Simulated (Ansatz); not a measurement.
# BrH: the cost of one run

Method: the levels named in each step, in Ansatz 0.2.0.

## (1) The structure to begin with

Bond lengths: Br1–H2 1.519 Å.

Coordinates:

```xyz
2

Br    0.0000    0.0000    0.0000
H     0.0000    0.0000    1.5190
```

## (2) A rough first relaxation, PBE-D4/def2-SVP

This run stands in another session on the same molecule. It ended at:

```xyz
2

Br    0.0000    0.0000   -0.0294
H     0.0000    0.0000    1.5484
```

## (3) Relaxation, PBE0-D4/def2-TZVPP

This run stands in another session on the same molecule. It ended at:

```xyz
2

Br    0.0000    0.0000   -0.0205
H     0.0000    0.0000    1.5394
```

## (4) Bond length 1.3727 Å, PBE0-D4/def2-QZVPP

The input, input.yaml:

```yaml
crystal:
  periodic: [false, false, false]
  atoms:
    - { symbol: Br, position_ang: [0.0, 0.0, 0.0] }
    - { symbol: H, position_ang: [0.0, 0.0, 1.3727] }
magnetization:
  spin_polarized: true
  initial_magnetization: 2
total_charge: 2
basis:
  gaussian: { orbitals: def2-QZVPP.json }
hamiltonian:
  xc: pbe0
  dispersion: d4
```

Run with:

```console
ansatz run input.yaml --threads 2 --pin off --max-ram 5120MiB --backend cpu --events-out ev --progress --plain --runs-dir out
```

Q: Estimate wall time and peak memory on 2 threads of Oxide Virtual Turin-like (Zen 5), shared host.

About 1.1 s, with a peak of 0.19 GiB.
